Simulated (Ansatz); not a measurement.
# Ti3H2: the cost of one run

Program: Ansatz 0.2.0. Level of theory: DFT PBE, scalar-relativistic, plane waves, PAW, unless a step names another level. These are calculated values, not measurements.

3 further runs of the same task are left out: 3 set aside as unsound or not needed. Runs told in other sessions of the task aren't counted.

### 1 The structure to begin with

It takes space group P-3m1 (No. 164, trigonal). Conventional cell: a = 2.985 Å, b = 2.985 Å, c = 7.512 Å, α = 90.00°, β = 90.00°, γ = 120.00°. Around Ti (site symmetry 3m) lie 1 H at 1.92 Å. Ti (site symmetry -3m) is surrounded by 6 H at 1.87 Å. Around H (site symmetry 3m) lie 4 Ti at 1.87 to 1.92 Å.

As a file:

```cif
data_structure
_symmetry_space_group_name_H-M 'P 1'
_symmetry_Int_Tables_number 1
_cell_length_a 2.9853
_cell_length_b 2.9853
_cell_length_c 7.5120
_cell_angle_alpha 90.000
_cell_angle_beta 90.000
_cell_angle_gamma 120.000
_cell_volume 57.98
loop_
_atom_site_label
_atom_site_type_symbol
_atom_site_fract_x
_atom_site_fract_y
_atom_site_fract_z
_atom_site_occupancy
Ti1 Ti 0.33333 0.66667 0.35104 1
Ti2 Ti 0.66667 0.33333 0.64896 1
Ti3 Ti 0.00000 0.00000 0.00000 1
H1 H 0.33333 0.66667 0.09531 1
H2 H 0.66667 0.33333 0.90469 1
```

It came out lowest among 23 distinct ends of the trial cells. At a tolerance of 0.05 Å it has space group P-3m1 (No. 164).

### 2 Tight relaxation for the response runs, on the response runs' mesh and smearing

The input, input.yaml:

```yaml
crystal:
  lattice:
    - [2.9853152574, 0.0, 0.0]
    - [-1.4926576287, 2.5853588512, 0.0]
    - [0.0, 0.0, 7.5120429639]
  atoms:
    - { symbol: Ti, position: [0.3333333333, 0.6666666667, 0.3510409894] }
    - { symbol: Ti, position: [0.6666666667, 0.3333333333, 0.6489590106] }
    - { symbol: Ti, position: [0.0, 0.0, 0.0] }
    - { symbol: H, position: [0.3333333333, 0.6666666667, 0.0953077156] }
    - { symbol: H, position: [0.6666666667, 0.3333333333, 0.9046922844] }
basis:
  ecutwfc: 420
kpoints:
  mp_grid: { grid: [12, 12, 4] }
hamiltonian:
  xc: pbe
scf:
  occupations: { method: gaussian, width: 0.1 }
output:
  forces: true
  stress: true
  eigenvalues: true
relax:
  adjacent_minimum: "off"
  f_tol: 0.001
  max_steps: 60
  cell: { stress_tol: 0.01 }
```

The run is started by

```bash
ansatz run input.yaml --threads 3 --pin off --max-ram 7680MiB --backend cpu --events-out ev --progress --plain --runs-dir out
```

**Question.** How long does this run take on 3 threads of Intel Xeon 6975P-C (Granite Rapids), shared host, and how much memory does it need?

About 4 s, with a peak of 0.48 GiB.
